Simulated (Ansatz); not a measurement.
# Fe2O3 (Hematite): the cost of one run

Computed with Ansatz 0.2.0 (DFT PBE+U (U_eff = 4 eV on Fe 3d), scalar-relativistic, plane waves, PAW, unless a step's input says otherwise).

These runs use a low cutoff (300 eV) and a coarse mesh on purpose, to show what cheap settings give: their numbers aren't properties of the material.

### 1 The structure to begin with

The structure is trigonal, space group R-3c (No. 167). The conventional cell has a = 5.038 Å, b = 5.038 Å, c = 13.772 Å, α = 90.00°, β = 90.00°, γ = 120.00°. Fe (site symmetry 3) has 6 O at 1.95 to 2.12 Å as nearest neighbours. O (site symmetry 2) is surrounded by 4 Fe at 1.95 to 2.12 Å.

As a file:

```
CELL_PARAMETERS angstrom
2.51900 1.45435 4.59067
-2.51900 1.45435 4.59067
0.00000 -2.90869 4.59067
ATOMIC_POSITIONS crystal
Fe 0.35530 0.35530 0.35530
Fe 0.14470 0.14470 0.14470
Fe 0.64470 0.64470 0.64470
Fe 0.85530 0.85530 0.85530
O 0.55590 0.94410 0.25000
O 0.25000 0.55590 0.94410
O 0.94410 0.25000 0.55590
O 0.44410 0.05590 0.75000
O 0.75000 0.44410 0.05590
O 0.05590 0.75000 0.44410
```

The moments start at Fe 5.00 μB.

### 2 The first run (PBE+U, 4×4×4 mesh)

File input.yaml:

```yaml
crystal:
  lattice:
    - [2.519, 1.4543453281, 4.5906666667]
    - [-2.519, 1.4543453281, 4.5906666667]
    - [0.0, -2.9086906562, 4.5906666667]
  atoms:
    - { symbol: Fe, position: [0.3553, 0.3553, 0.3553], spin: 5.0 }
    - { symbol: Fe, position: [0.1447, 0.1447, 0.1447], spin: 5.0 }
    - { symbol: Fe, position: [0.6447, 0.6447, 0.6447], spin: 5.0 }
    - { symbol: Fe, position: [0.8553, 0.8553, 0.8553], spin: 5.0 }
    - { symbol: O, position: [0.5559, 0.9441, 0.25] }
    - { symbol: O, position: [0.25, 0.5559, 0.9441] }
    - { symbol: O, position: [0.9441, 0.25, 0.5559] }
    - { symbol: O, position: [0.4441, 0.0559, 0.75] }
    - { symbol: O, position: [0.75, 0.4441, 0.0559] }
    - { symbol: O, position: [0.0559, 0.75, 0.4441] }
basis:
  ecutwfc: 300
  ecutrho_ratio: 4
kpoints:
  mp_grid: { grid: [4, 4, 4] }
hamiltonian:
  xc: pbe
  hubbard: { sites: [{ species: Fe, l: d, u_eff: 4.0 }] }
scf:
  occupations: { method: gaussian, width: 0.05 }
output:
  forces: true
  stress: true
  eigenvalues: true
  populations: true
  hubbard: { sites: [{ species: Fe, l: d }] }
magnetization:
  spin_polarized: true
```

Run with:

```bash
ansatz run input.yaml --threads 2 --pin off --max-ram 5120MiB --backend cpu --events-out ev --progress --plain --runs-dir out
```

**Question.** How long does this run take on 2 threads of Arm Neoverse V2, shared host, and how much memory does it need?

About 11 s, with a peak of 0.49 GiB.
